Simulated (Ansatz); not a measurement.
# Chromium, A15 under r²SCAN: relaxation and energy

The plan for chromium in the A15 structure: relax it, then solve it on a dense k-mesh. The start is ferromagnetic. The k-meshes are 6×6×6 for the relaxation; 8×8×8 for the dense run.

Program: Ansatz 0.2.0. Level of theory: DFT r2SCAN, plane waves (500 eV) with PAW, scalar-relativistic; the PAW data stem from PBE, with regenerated cores. These are calculated values, not measurements.

**1. The starting structure**

Symmetry: Pm-3n, No. 223, cubic system. The conventional cell has a = 4.578 Å, b = 4.578 Å, c = 4.578 Å, α = 90.00°, β = 90.00°, γ = 90.00°. Cr (site symmetry m-3) is surrounded by 12 Cr at 2.56 Å. Around Cr (site symmetry -4m2) lie 6 Cr at 2.29 to 2.56 Å.

Coordinates:

```cif
data_structure
_symmetry_space_group_name_H-M 'P 1'
_symmetry_Int_Tables_number 1
_cell_length_a 4.5779
_cell_length_b 4.5779
_cell_length_c 4.5779
_cell_angle_alpha 90.000
_cell_angle_beta 90.000
_cell_angle_gamma 90.000
_cell_volume 95.94
loop_
_atom_site_label
_atom_site_type_symbol
_atom_site_fract_x
_atom_site_fract_y
_atom_site_fract_z
_atom_site_occupancy
Cr1 Cr 0.00000 0.00000 0.00000 1
Cr2 Cr 0.50000 0.50000 0.50000 1
Cr3 Cr 0.25000 0.00000 0.50000 1
Cr4 Cr 0.75000 0.00000 0.50000 1
Cr5 Cr 0.50000 0.25000 0.00000 1
Cr6 Cr 0.50000 0.75000 0.00000 1
Cr7 Cr 0.00000 0.50000 0.25000 1
Cr8 Cr 0.00000 0.50000 0.75000 1
```

Starting moments (μB): +1.5 ×8.

**2. Relaxing cell and atoms**

Contents of input.yaml:

```yaml
crystal:
  lattice:
    - [4.5779058938, 0.0, 0.0]
    - [0.0, 4.5779058938, 0.0]
    - [0.0, 0.0, 4.5779058938]
  atoms:
    - { symbol: Cr, position: [0.0, 0.0, 0.0], spin: 1.5 }
    - { symbol: Cr, position: [0.5, 0.5, 0.5], spin: 1.5 }
    - { symbol: Cr, position: [0.25, 0.0, 0.5], spin: 1.5 }
    - { symbol: Cr, position: [0.75, 0.0, 0.5], spin: 1.5 }
    - { symbol: Cr, position: [0.5, 0.25, 0.0], spin: 1.5 }
    - { symbol: Cr, position: [0.5, 0.75, 0.0], spin: 1.5 }
    - { symbol: Cr, position: [0.0, 0.5, 0.25], spin: 1.5 }
    - { symbol: Cr, position: [0.0, 0.5, 0.75], spin: 1.5 }
hamiltonian:
  xc: r2scan
  pseudopotentials:
    kind: paw
    azcp:
      Cr: "pseudopotentials/Cr.paw.azcp"
basis:
  ecutwfc: 500
  fft_grid_basis: typed
kpoints:
  mp_grid: { grid: [6, 6, 6], shift: [0, 0, 0] }
magnetization:
  spin_polarized: true
scf:
  occupations: { method: fermi_dirac, width: 0.05 }
relax:
  max_steps: 60
  f_tol: 0.01
  cell: {}
```

After this run come: The energy on a finer k-mesh.

Before running it: what results should come out? Wanted: space group; conventional cell; volume; shortest distance; gap on the mesh; magnetic state; relative to bcc, antiferromagnetic.

The runs gave:

```
                          quantity                         value
    space group (spins left aside)               Pm-3n (No. 223)
                 conventional cell                   a = 4.509 Å
                            volume                11.462 Å³/atom
                 shortest distance                       2.255 Å
                   gap on the mesh  none (levels filled in part)
                    magnetic state                  non-magnetic
relative to bcc, antiferromagnetic                 +355 meV/atom
```

What this shows: From the guessed start the volume shrank by 4.4 % in 4 steps. It lies 355 meV/atom above the element's reference form at the same level (bcc, antiferromagnetic, from a run of its own); part of this is magnetic energy, as this run has no moments. The moments die out: the run ends non-magnetic. Levels at the Fermi energy are filled in part, as in a metal. The symmetry was held, so the structure may be unstable against distortions that break it.
